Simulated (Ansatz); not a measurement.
This script drives Ansatz 0.2.0, Python API.

`methods.py`
```python
# -*- coding: utf-8 -*-
"""Ge2H7NSe at several levels of theory."""

from pathlib import Path

import ansatz as az
import numpy as np

GEOMETRY = """
N    -1.25880    1.52360    0.41990
Ge   -1.26980    0.03040   -0.69640
Se    0.76630   -0.09500   -1.87620
Ge    1.90960   -0.71140    0.08950
H    -0.54780    1.34000    1.16220
H    -2.18830    1.54850    0.89540
H    -2.43750    0.15750   -1.70740
H    -1.46410   -1.25200    0.15250
H     1.21580   -1.94140    0.72870
H     1.89830    0.47050    1.09190
H     3.37630   -1.07060   -0.26000
"""

ge2h7nse = az.Crystal.molecule()
for line in GEOMETRY.strip().splitlines():
    symbol, *xyz = line.split()
    ge2h7nse = ge2h7nse.atom(symbol, [float(v) for v in xyz])

model = ge2h7nse.calculation().basis(gaussian="def2-SVP")

print("functional    E (Ha)        dipole (D)   HOMO (eV)  LUMO (eV)")
for name in ["b3lyp", "lc_wpbe", "pbe", "revpbe", "blyp"]:
    data = model.functional(name).forces().orbitals().run(threads=1, runs_dir="runs").report
    lines = Path(data["orbitals_path"]).read_text().splitlines()
    field_of = lambda key: [line.split("=")[1].strip() for line in lines if line.startswith(key)]
    orbitals = [(27.211386 * float(e), s, float(n)) for e, s, n in zip(field_of("Ene="), field_of("Spin="), field_of("Occup="))]
    homo = max(e for e, _, n in orbitals if n > 0.5)
    lumo = min(e for e, _, n in orbitals if n < 0.5)
    dipole = 4.803205 * np.linalg.norm(data["charge_distribution"]["dipole_moment_e_ang"])
    print(f"{name:10s} {data['free_energy_ev'] / 27.211386246:14.6f} {dipole:9.3f} {homo:11.3f} {lumo:10.3f}")
```

It is started by `python methods.py`. Estimate its wall time and peak memory on 1 thread of Arm Neoverse V2, on a shared host.

It took about 40 s, with a peak of 0.49 GiB, for 5 runs of the engine.

```console
$ python methods.py
functional    E (Ha)        dipole (D)   HOMO (eV)  LUMO (eV)
b3lyp        -6613.831950     2.112      -6.560     -0.384
lc_wpbe      -6612.801349     2.435      -9.449      2.031
pbe          -6612.633350     2.082      -5.673     -1.029
revpbe       -6613.165394     2.079      -5.645     -0.936
blyp         -6613.804095     1.958      -5.458     -0.911
```

Notes:
- Total energies depend on the basis set; only differences at equal settings carry meaning.
- The geometry is a force-field or estimated start, not a minimum of this method, and the basis set is short of its limit. A lower total doesn't mark the better method: functionals have no common bound, and MP2 and coupled cluster aren't variational.
- b3lyp holds the VWN-RPA fit, as in Gaussian; the form of ORCA and Turbomole is b3lyp5.
- Levels such as HOMO and LUMO are orbital energies: with these approximate functionals they aren't the ionisation energy and electron affinity, and their gap isn't the fundamental gap.
